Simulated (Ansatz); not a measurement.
**CH₂SeSi: one structure at several levels**

A test off equilibrium: a structure displaced at random from a GFN2-xTB minimum is computed at several levels, and each is set against CCSD(T).

The runs use Ansatz 0.2.0, Gaussian basis; single points in def2-TZVPP.

Correlated methods freeze the cores. Filled d shells of the heavier atoms are correlated. B3LYP uses VWN-RPA correlation.

### Step 1. The system as given

SMILES `[SiH2]=C=[Se]`, 5 atoms, charge 0, spin multiplicity 1.

Atoms are counted from 1 here; the program's logs count them from 0.

Bond lengths: Si1–C2 1.753 Å, Si1–H4 1.388 Å, Si1–H5 1.483 Å, C2–Se3 1.820 Å. Angles: C2–Si1–H4 117.3°, C2–Si1–H5 116.9°, H4–Si1–H5 124.6°, Si1–C2–Se3 176.1°.

As a file:

```xyz
5

Si   -0.31870    0.53110   -0.50860
C     0.40170   -0.66350    0.55240
Se    1.20330   -1.95320    1.55480
H    -1.44760    0.15100   -1.22040
H     0.15060    1.92970   -0.36040
```

### Step 2. CCSD(T)/def2-TZVPP

Input file run/in.yaml:

```yaml
crystal:
  periodic: [false, false, false]
  atoms:
    - {symbol: Si, position_ang: [-0.318700, 0.531100, -0.508600]}
    - {symbol: C, position_ang: [0.401700, -0.663500, 0.552400]}
    - {symbol: Se, position_ang: [1.203300, -1.953200, 1.554800]}
    - {symbol: H, position_ang: [-1.447600, 0.151000, -1.220400]}
    - {symbol: H, position_ang: [0.150600, 1.929700, -0.360400]}
basis:
  gaussian: {orbitals: def2-TZVPP}
correlation: {method: ccsd_t}
output: {forces: true}
```

The command line of these runs was not kept.

### Step 3. PBE0-D4/def2-TZVPP

run/in.yaml, as its differences from that of step 2:

```diff
@@ -10,3 +10,3 @@
   gaussian: {orbitals: def2-TZVPP}
-correlation: {method: ccsd_t}
-output: {forces: true}
+hamiltonian: {xc: pbe0, dispersion: d4}
+output: {forces: true, orbitals: {seedname: orbitals}}
```

### Step 4. wB97M-V/def2-TZVPP

run/in.yaml, as its differences from that of step 3:

```diff
@@ -10,3 +10,3 @@
   gaussian: {orbitals: def2-TZVPP}
-hamiltonian: {xc: pbe0, dispersion: d4}
-output: {forces: true, orbitals: {seedname: orbitals}}
+hamiltonian: {xc: {name: wB97M-V}}
+output: {forces: true}
```

### Step 5. r2SCAN-D4/def2-TZVPP

run/in.yaml, as its differences from that of step 4:

```diff
@@ -10,3 +10,3 @@
   gaussian: {orbitals: def2-TZVPP}
-hamiltonian: {xc: {name: wB97M-V}}
+hamiltonian: {xc: r2scan, dispersion: d4}
 output: {forces: true}
```

### Step 6. PBE-D4/def2-TZVPP

run/in.yaml, as its differences from that of step 5:

```diff
@@ -10,3 +10,3 @@
   gaussian: {orbitals: def2-TZVPP}
-hamiltonian: {xc: r2scan, dispersion: d4}
+hamiltonian: {xc: pbe, dispersion: d4}
 output: {forces: true}
```

### Step 7. B3LYP-D4/def2-TZVPP

run/in.yaml, as its differences from that of step 6:

```diff
@@ -10,3 +10,3 @@
   gaussian: {orbitals: def2-TZVPP}
-hamiltonian: {xc: pbe, dispersion: d4}
+hamiltonian: {xc: {name: B3LYP}, dispersion: d4}
 output: {forces: true}
```

### Step 8. LC-wPBE/def2-TZVPP

run/in.yaml, as its differences from that of step 7:

```diff
@@ -10,3 +10,3 @@
   gaussian: {orbitals: def2-TZVPP}
-hamiltonian: {xc: {name: B3LYP}, dispersion: d4}
+hamiltonian: {xc: {name: LC-wPBE}}
 output: {forces: true}
```

(Steps that only read results are left out.)

Q: Predict the outcome of this session. Wanted: energy less free atoms, CCSD(T)/def2-TZVPP; RMS force component; RMS force error; HOMO and LUMO, PBE0-D4; T1 diagnostic.

As calculated:

| quantity | value |
| --- | --- |
| energy less free atoms, CCSD(T)/def2-TZVPP | -1399.7 kJ/mol |
| RMS force component | 1.286 to 1.662 eV/Å over the methods |
| RMS force error | PBE0-D4 0.260, wB97M-V 0.271, r2SCAN-D4 0.191, PBE-D4 0.115, B3LYP-D4 0.140, LC-wPBE 0.464 eV/Å |
| HOMO and LUMO, PBE0-D4 | -5.79 and -3.35 eV |
| T1 diagnostic | 0.023 |

What this shows: Against CCSD(T) the functionals' energies less atoms differ by -103.1 to +41.8 kJ/mol, PBE-D4 by -103.1 kJ/mol. The reference is not at the basis limit: in triple zeta CCSD(T) underbinds, which counts against methods that bind more; the gaps are no ranking. The forces of PBE-D4 come nearest to CCSD(T), those of LC-wPBE are farthest. Frozen-core CCSD(T) forces in triple zeta carry basis errors of their own, and this is one geometry, so small gaps rank nothing. The restricted Hartree–Fock reference is unstable towards an unrestricted one at one or more of these structures.
